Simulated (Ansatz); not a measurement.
# H₃O₂PSe: up Jacob's ladder to CCSD(T)

One table from this session's results is given with a row withheld; the runs are named, their logs left out.

Method: functionals in def2-TZVPP, the program's frozen cores in correlated methods; program: Ansatz 0.2.0, Gaussian basis.

Plan: LDA (SPW92), PBE-D4, revPBE-D4, BLYP-D4, r2SCAN-D4, B97M-V, PBE0-D4, B3LYP-D4, r2SCANh-D4, r2SCAN0-D4, HSE06-D4, BHLYP-D4, CAM-B3LYP-D4, LC-ωPBE, ωB97X-V, ωB97M-V, B2PLYP, PBE-QIDH; CCSD(T)/def2-SVP; CCSD(T)/def2-TZVPP; MP2/def2-QZVPP; extrapolation to the limit; RPA on PBE.

### The relaxed structure

The geometry comes from an earlier relaxation with PBE0-D4 in a triple-zeta def2 set; it is a stationary point, not always the lowest conformer.

SMILES `OP(O)[SeH]`, 7 atoms, charge 0, spin multiplicity 1.

Atoms are counted from 1 here; the program's logs count them from 0.

Bond lengths: O1–P2 1.628 Å, O1–H5 0.963 Å, P2–O3 1.627 Å, P2–Se4 2.307 Å, O3–H6 0.962 Å, Se4–H7 1.471 Å. Angles: P2–O1–H5 110.9°, O1–P2–O3 92.8°, O1–P2–Se4 101.7°, O3–P2–Se4 103.3°, P2–O3–H6 110.5°, P2–Se4–H7 93.1°.

Set-up of the first run:

File in.yaml:

```yaml
crystal:
  periodic: [false, false, false]
  atoms:
    - {symbol: O, position_ang: [-1.058775, 1.011621, 0.154392]}
    - {symbol: P, position_ang: [-0.509902, -0.482938, 0.496363]}
    - {symbol: O, position_ang: [0.804369, 0.090308, 1.264924]}
    - {symbol: Se, position_ang: [0.323139, -1.153362, -1.547569]}
    - {symbol: H, position_ang: [-1.793351, 0.974152, -0.466590]}
    - {symbol: H, position_ang: [1.216925, -0.602357, 1.790152]}
    - {symbol: H, position_ang: [1.078695, 0.094476, -1.737273]}
basis:
  gaussian: {orbitals: def2-TZVPP}
hamiltonian: {xc: lda}
output: {orbitals: {seedname: orbitals}}
```

Command:

```sh
> ansatz run in.yaml --threads 2 --pin off --events-out ev --progress --plain --max-ram 4352MiB
```

Among the steps run: LDA; PBE-D4 (GGA); revPBE-D4 (GGA); BLYP-D4 (GGA); r2SCAN-D4 (meta-GGA); B97M-V (meta-GGA); B3LYP-D4 (hybrid); r2SCANh-D4 (hybrid); r2SCAN0-D4 (hybrid); HSE06-D4 (hybrid); BHLYP-D4 (hybrid); CAM-B3LYP-D4 (range-separated); LC-ωPBE (range-separated); ωB97X-V (range-separated); ωB97M-V (range-separated); B2PLYP (double hybrid); PBE-QIDH (double hybrid).

One table of the session follows, with a row left open; its other results are not shown here.

It belongs to the step «Frontier levels by functional». 

| functional | HOMO (eV) | gap (eV) |
| --- | --- | --- |
| LDA (SPW92) | -5.84 | 4.58 |
| PBE-D4 | -5.68 | 4.66 |
| revPBE-D4 | -5.62 | 4.70 |
| BLYP-D4 | -5.57 | 4.64 |
| r2SCAN-D4 | -5.93 | 5.18 |
| B97M-V | -5.97 | 5.23 |
| PBE0-D4 | -6.86 | 6.71 |
| B3LYP-D4 | -6.66 | 6.27 |
| r2SCANh-D4 | -6.37 | 5.92 |
| r2SCAN0-D4 | ? | ? |
| HSE06-D4 | -6.46 | 5.94 |
| BHLYP-D4 | -7.93 | 8.68 |
| CAM-B3LYP-D4 | -8.13 | 8.98 |
| LC-ωPBE | -9.38 | 11.41 |
| ωB97X-V | -9.06 | 10.99 |
| ωB97M-V | -8.93 | 10.62 |

**Question.** Estimate the row for r2SCAN0-D4.

Worked estimate for «HOMO (eV)». Against the share of exact exchange, r2SCAN-D4 (0, -5.93), r2SCANh-D4 (0.1, -6.37) give a slope of -4.40 per unit share; at 0.25 the line stands at -7.03.

The run gave: HOMO (eV): -7.02; gap (eV): 7.03. In «HOMO (eV)» the line misses by -0.01.
